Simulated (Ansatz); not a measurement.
# MnO: the cost of one run

Computed with Ansatz 0.2.0 (DFT PBE+U, scalar-relativistic, plane waves, PAW, unless a step's input says otherwise).

## Step 1: Starting point

It takes space group Fm-3m (No. 225, cubic). The conventional cell has a = 4.432 Å, b = 4.432 Å, c = 4.432 Å, α = 90.00°, β = 90.00°, γ = 90.00°. Mn (site symmetry m-3m) is surrounded by 6 O at 2.22 Å. Around O (site symmetry m-3m) lie 6 Mn at 2.22 Å.

As a file:

```cif
data_structure
_symmetry_space_group_name_H-M 'Fm-3m'
_symmetry_Int_Tables_number 225
_cell_length_a 4.4316
_cell_length_b 4.4316
_cell_length_c 4.4316
_cell_angle_alpha 90.000
_cell_angle_beta 90.000
_cell_angle_gamma 90.000
_cell_volume 87.03
loop_
_atom_site_label
_atom_site_type_symbol
_atom_site_symmetry_multiplicity
_atom_site_Wyckoff_symbol
_atom_site_fract_x
_atom_site_fract_y
_atom_site_fract_z
_atom_site_occupancy
Mn1 Mn 4 a 0.00000 0.00000 0.00000 1
O1 O 4 b 0.00000 0.00000 0.50000 1
```

## Step 2: Phonons: MnO, moments +−

input.yaml reads:

```yaml
crystal:
  lattice:
    - [2.2158, 2.2158, 4.4316]
    - [4.4316, 2.2158, 2.2158]
    - [2.2158, 4.4316, 2.2158]
  atoms:
    - { symbol: Mn, position: [0.0, 0.0, 0.0], spin: 4.5 }
    - { symbol: Mn, position: [0.5, 0.5, 0.5], spin: -4.5 }
    - { symbol: O, position: [0.25, 0.25, 0.25] }
    - { symbol: O, position: [0.75, 0.75, 0.75] }
magnetization:
  spin_polarized: true
scf:
  occupations: { method: fixed }
output:
  forces: true
  stress: true
  populations: true
hamiltonian:
  xc: pbe
  hubbard: { sites: [{ species: Mn, l: d, u_eff: 2.0 }] }
kpoints:
  mp_grid: { grid: [6, 6, 6] }
phonons:
  method: dfpt
  dielectric: true
  rigid_motions: translations
  eigenvectors: true
```

Started as:

```bash
$ ansatz run input.yaml --threads 8 --pin off --max-ram 18432MiB --backend cpu --events-out ev --progress --plain --runs-dir out
```

What time and memory should one allow on 8 threads of Intel Xeon Platinum 8488C (Sapphire Rapids), shared host?

About 56 s, with a peak of 1.3 GiB.
